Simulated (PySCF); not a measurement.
# C4H12FSi2: the cost of one run

Programs: PySCF 2.14.0, with routines of our own; each step states its level. All values are computed. Atoms count from 0.

## 1. The system as given

19 atoms, charge 0, multiplicity 2; geometry from: GFN2-xTB.

## 2. Open-shell or spin-flip excitations: unrestricted TDA CAM-B3LYP/def2-SVP

The job: settings as JSON, then the geometry in Å.

```
{"job": {"kind": "uabs", "xc": "CAM-B3LYP", "basis": "def2-SVP", "nstates": 10, "tda": true}, "charge": 0, "multiplicity": 2}
C     -0.742135    -1.066268    -1.185748
C     -0.601649     0.165268    -0.293671
C     -1.621996     1.223207    -0.708145
C     -0.877940    -0.261936     1.143216
F     -0.515817     0.731540     2.029186
Si     1.201425     0.878779    -0.353392
Si     2.768517    -0.419638     0.688999
H     -0.006309    -1.825074    -0.925350
H     -0.596696    -0.793382    -2.228223
H     -1.734473    -1.507698    -1.085782
H     -1.412455     1.583556    -1.712968
H     -1.590786     2.070103    -0.026111
H     -2.631887     0.811157    -0.695428
H     -0.290007    -1.144700     1.417942
H     -1.941996    -0.460296     1.320470
H      1.060257     2.307535    -0.023851
H      2.809049    -0.547909     2.152497
H      2.623101    -1.798641     0.193581
H      4.091994     0.063649     0.285314
```

Method: unrestricted TDA CAM-B3LYP/def2-SVP, vertical, gas phase, core orbitals frozen in the response.

On the command line:

```console
$ OMP_NUM_THREADS=1 python excited_run.py task.json out
```

This one command runs all jobs of the session in turn.

Q: Estimate the wall time and peak memory of this first job on 1 thread of Intel Xeon at 2.50GHz, shared host.

About 3.4 min, with a peak of 0.72 GiB.
